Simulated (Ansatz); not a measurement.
# IrRu: the cost of one run

Program: Ansatz 0.2.0. Level of theory: DFT r²SCAN, scalar-relativistic, plane waves, PAW. These are calculated values, not measurements.

5 further runs of the same task are left out: 1 that didn't finish, 4 set aside as unsound or not needed. Runs told in other sessions of the task aren't counted.

## (1) The structure to begin with

It takes space group P-6m2 (No. 187, hexagonal). Conventional cell: a = 2.725 Å, b = 2.725 Å, c = 4.331 Å, α = 90.00°, β = 90.00°, γ = 120.00°. Ir (site symmetry -6m2) is surrounded by 6 Ru at 2.68 Å and 6 Ir at 2.72 Å. Ru (site symmetry -6m2) has 6 Ir at 2.68 Å and 6 Ru at 2.72 Å in its first shell of neighbours.

As a file:

```xyz
2
Lattice="2.7249 0.0000 0.0000 -1.3625 2.3598 0.0000 0.0000 0.0000 4.3307" Properties=species:S:1:pos:R:3 pbc="T T T"
Ir    0.0000    0.0000    2.1653
Ru    1.3625    0.7866    0.0000
```

The cell is the database one, not relaxed. At r²SCAN, an earlier run found -1.99 GPa for this cell of 13.924 Å³/atom (14×14×8 mesh), no gap.

## (2) Bands on a fine mesh, Fermi surface

input.yaml reads:

```yaml
crystal:
  lattice:
    - [2.7249095873, 0.0, 0.0]
    - [-1.3624547937, 2.3598409256, 0.0]
    - [0.0, 0.0, 4.3306952659]
  atoms:
    - { symbol: Ir, position: [0.0, 0.0, 0.5] }
    - { symbol: Ru, position: [0.6666666667, 0.3333333333, 0.0] }
basis:
  ecutwfc: 500
  ecutrho_ratio: 4
kpoints:
  mp_grid: { grid: [14, 14, 8] }
hamiltonian:
  xc: r2scan
scf:
  occupations: { method: gaussian, width: 0.05 }
output:
  forces: true
  stress: true
  eigenvalues: true
  eigenstates:
    nscf_kmesh: { grid: [26, 26, 14] }
    de_dk: true
    e_range: [-2.5, 2.5]
  write_density: true
  write_potential: true
  elf: true
  volumetric_format: npy
```

Launch:

```sh
> ansatz run input.yaml --threads 4 --pin off --max-ram 9216MiB --backend cpu --events-out ev --progress --plain --runs-dir out
```

**Question.** How long does this run take on 4 threads of Arm Neoverse V2, shared host, and how much memory does it need?

About 14 s, with a peak of 0.55 GiB.
